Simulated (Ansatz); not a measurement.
# GeH+ (singlet): wave-function methods side by side at distance Ge1–H2 = 1.912 Å, cc-pVQZ

How much of the correlation energy of GeH+ (singlet) does each wave-function method recover here?

Computed with Ansatz 0.2.0, Gaussian basis. Level: cc-pVQZ, core rule «outside noble gas», up to 14 orbitals frozen.

Plan: UHF; CCSD(T) on RHF; BCCD(T) on RHF; CCSDT(Q) on RHF; CASSCF and NEVPT2, 4 electrons in 5 orbitals; Full CI.

21 further runs of the same task are left out: 15 that didn't finish, 6 set aside as unsound or not needed.

### 1 The geometry

The geometry derives from a PBE0/def2-TZVP stationary point (not a proven minimum). One bond is set to the value named and the two fragments are kept rigid. No spin-orbit coupling is included. The filled d shell of Ge may be among the frozen orbitals whatever the setting's name suggests; the logs give the count.

2 atoms, charge 1, spin multiplicity 1.

Atoms are counted from 1 here; the program's logs count them from 0.

Bond lengths: Ge1–H2 1.912 Å.

### 2 UHF

Contents of in.yaml:

```yaml
crystal:
  periodic: [false, false, false]
  atoms:
    - {symbol: Ge, position_ang: [0.000000, 0.000000, 0.000000]}
    - {symbol: H, position_ang: [0.000000, 0.000000, 1.912000]}
basis:
  gaussian: {orbitals: cc-pVQZ}
total_charge: 1
magnetization: {spin_polarized: true, initial_magnetization: 0}
hamiltonian: {xc: hf}
output: {orbitals: {seedname: orbitals}}
```

Launch:

```bash
$ ansatz run in.yaml --threads 1 --pin off --events-out ev --progress --plain --max-ram 2393MiB
```

The runs that follow: CCSD(T) on RHF; BCCD(T) on RHF; CCSDT(Q) on RHF; CASSCF and NEVPT2, 4 electrons in 5 orbitals; Full CI.

Q: Predict the results of all the runs planned. Wanted: FCI below the RHF energy; RMP2 from FCI; RCCSD from FCI; RCCSD(T) from FCI; RCCSDT(Q) from FCI; NEVPT2 valence from FCI; T1 diagnostic; effectively unpaired electrons.

The runs gave:

```
                         quantity                                 value
         FCI below the RHF energy                            -2.5652 eV
                    RMP2 from FCI                       +14.54 kcal/mol
                   RCCSD from FCI                        +1.47 kcal/mol
                RCCSD(T) from FCI                        +0.29 kcal/mol
               RCCSDT(Q) from FCI                        +0.01 kcal/mol
          NEVPT2 valence from FCI                        +7.04 kcal/mol
levels within 1 kcal/mol (43 meV)  RCCSD(T), BCCD(T), RCCSDT, RCCSDT(Q)
                    T1 diagnostic                                 0.014
   effectively unpaired electrons                                  0.09
```

**Reading.** RCCSD(T) misses by +0.29 kcal/mol, 0.5 % of the correlation energy. One determinant dominates. These misses are within one basis, not against nature.
